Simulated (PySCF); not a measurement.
# Si2H6O2: geometry, spin-spin couplings

What spin-spin couplings should Si2H6O2 (`O[SiH2]O[SiH3]`) show?

Computed with PySCF 2.14.0, with density-fitted response routines of our own, on a single molecule in the gas phase. Atoms are numbered from 0 throughout.

## Step 1: The molecule as given

10 atoms, charge 0, multiplicity 1; geometry from: GFN2-xTB. The atoms were then displaced at random by about 0.01 Å, so the start is not that level's minimum.

Bonds of the start (Å): O0–Si1 1.64, Si1–O2 1.64, O2–Si3 1.57, O0–H4 0.97, Si1–H5 1.45, Si1–H6 1.46, Si3–H7 1.47, Si3–H8 1.46, Si3–H9 1.49.

## Step 2: Relaxing the molecule at PBE0-D3(BJ)/def2-SVP

What the job is given:

```
{"job": {"xc": "PBE0", "basis": "def2-SVP", "d3": "d3bj", "grid": 1, "shake": 0.01, "kind": "geom"}, "charge": 0, "multiplicity": 1}
O      2.434070    -0.503020    -0.045400
Si     0.894480    -1.045460     0.074030
O     -0.102500     0.234450     0.279770
Si    -1.482580     0.954660     0.496010
H      2.594100     0.446830     0.035320
H      0.538040    -1.684860    -1.179600
H      0.809230    -1.889090     1.258160
H     -2.342950     0.649170    -0.659470
H     -1.181240     2.377070     0.604080
H     -2.110210     0.439330     1.744810
```

Run with:

```bash
> OMP_NUM_THREADS=1 python probes_run.py task.json out
```

One launch serves the whole session: the jobs run in the order shown.

**Question.** This job is followed by: B3LYP/6-31G* indirect spin-spin coupling, non-relativistic, gas phase. What will the session give for the following? point group; rotational constants (main isotopes); largest coupling of the table (B3LYP/6-31G*).

**Answer**, as computed:

```
                                    quantity                       value
                                 point group                          C1
        rotational constants (main isotopes)       16.85, 1.86, 1.75 GHz
largest coupling of the table (B3LYP/6-31G*)  1J(Si,H) Si1–H5, -220.5 Hz
```

In words: The optimisation took 16 steps and gained 0.266 eV; among the close pairs (by a distance rule), O2–Si3 changed most, from 1.572 to 1.652 Å. No frequency check was run at this level, so the end point may be a saddle. Of the pairs tabulated at B3LYP/6-31G*, Si1–H5 (mean over like pairs) couples most strongly (-220.5 Hz; Fermi contact -220.6 Hz). Couplings across rotatable bonds belong to this one conformer; where others are populated, the observed values are averages. Couplings from bases without tight functions are rough.
